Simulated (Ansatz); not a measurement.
# C5H12Si: geometry

Wanted for C5H12Si: geometry.

Computed with Ansatz 0.2.0 (the levels named in each step, unless a step's input says otherwise).

## Step 1: The structure to begin with

Bond lengths (14 of 18 bonds, heavy atoms first): Si1–C2 1.899 Å, C2–C3 1.528 Å, C3–C4 1.534 Å, C4–C5 1.541 Å, C2–C6 1.529 Å, C5–C6 1.534 Å, Si1–H7 1.466 Å, Si1–H8 1.464 Å, Si1–H9 1.465 Å, C2–H10 1.096 Å, C3–H11 1.089 Å, C3–H12 1.092 Å, C4–H13 1.091 Å, C4–H14 1.090 Å. Angles (14 of 36 angles, heavy atoms first): Si1–C2–C3 114.7°, Si1–C2–C6 114.6°, C3–C2–C6 101.7°, C2–C3–C4 104.3°, C3–C4–C5 105.7°, C4–C5–C6 105.7°, C2–C6–C5 104.3°, Si1–C2–H10 109.5°, C3–C2–H10 107.9°, C6–C2–H10 107.9°, C2–Si1–H7 109.2°, C2–Si1–H8 109.3°, C2–Si1–H9 109.4°, C2–C3–H11 112.6°.

Structure file:

```xyz
18

Si    2.0217    0.6533    0.0425
C     0.1349    0.4669   -0.0708
C    -0.3479   -0.5067   -1.1455
C    -1.8174   -0.7664   -0.7904
C    -1.9327   -0.5052    0.7241
C    -0.5253   -0.1050    1.1845
H     2.5311    1.1736   -1.2295
H     2.3517    1.5798    1.1265
H     2.6255   -0.6547    0.3090
H    -0.3177    1.4443   -0.2742
H    -0.2303   -0.1098   -2.1532
H     0.2199   -1.4371   -1.0805
H    -2.4627   -0.0814   -1.3415
H    -2.1164   -1.7812   -1.0513
H    -2.6345    0.3076    0.9143
H    -2.2924   -1.3824    1.2611
H     0.0221   -0.9891    1.5173
H    -0.5472    0.6077    2.0081
```

## Step 2: A rough first relaxation, PBE-D4/def2-SVP

input.yaml

```yaml
crystal:
  periodic: [false, false, false]
  atoms:
    - { symbol: Si, position_ang: [2.02172, 0.65335, 0.04254] }
    - { symbol: C, position_ang: [0.1349, 0.46692, -0.0708] }
    - { symbol: C, position_ang: [-0.34794, -0.50673, -1.14548] }
    - { symbol: C, position_ang: [-1.81736, -0.76641, -0.7904] }
    - { symbol: C, position_ang: [-1.93268, -0.50525, 0.72415] }
    - { symbol: C, position_ang: [-0.52535, -0.10496, 1.18447] }
    - { symbol: H, position_ang: [2.5311, 1.17358, -1.22947] }
    - { symbol: H, position_ang: [2.35171, 1.57983, 1.12647] }
    - { symbol: H, position_ang: [2.6255, -0.65473, 0.30901] }
    - { symbol: H, position_ang: [-0.31773, 1.44432, -0.27419] }
    - { symbol: H, position_ang: [-0.23032, -0.10983, -2.1532] }
    - { symbol: H, position_ang: [0.21993, -1.4371, -1.08048] }
    - { symbol: H, position_ang: [-2.46274, -0.08141, -1.34145] }
    - { symbol: H, position_ang: [-2.11635, -1.78118, -1.05132] }
    - { symbol: H, position_ang: [-2.6345, 0.30756, 0.91434] }
    - { symbol: H, position_ang: [-2.29242, -1.38243, 1.26115] }
    - { symbol: H, position_ang: [0.02213, -0.98915, 1.51728] }
    - { symbol: H, position_ang: [-0.54716, 0.60773, 2.00814] }
basis:
  gaussian: { orbitals: def2-SVP }
hamiltonian:
  xc: pbe
  dispersion: d4
relax:
  f_tol: 0.03
  max_steps: 200
```

The run is started by

```sh
ansatz run input.yaml --threads 4 --pin off --max-ram 10240MiB --backend cpu --events-out ev --progress --plain --runs-dir out
```

The runs that follow: Relaxation, PBE0-D4/def2-TZVP.

What does the calculation give? Wanted: Si1–C2 at PBE0-D4/def2-TZVP; C2–C3 at PBE0-D4/def2-TZVP; C2–C6 at PBE0-D4/def2-TZVP.

**Answer**, as computed:

| quantity | value |
| --- | --- |
| Si1–C2 at PBE0-D4/def2-TZVP | 1.874 Å |
| C2–C3 at PBE0-D4/def2-TZVP | 1.531 Å |
| C2–C6 at PBE0-D4/def2-TZVP | 1.531 Å |

The table above holds the result.
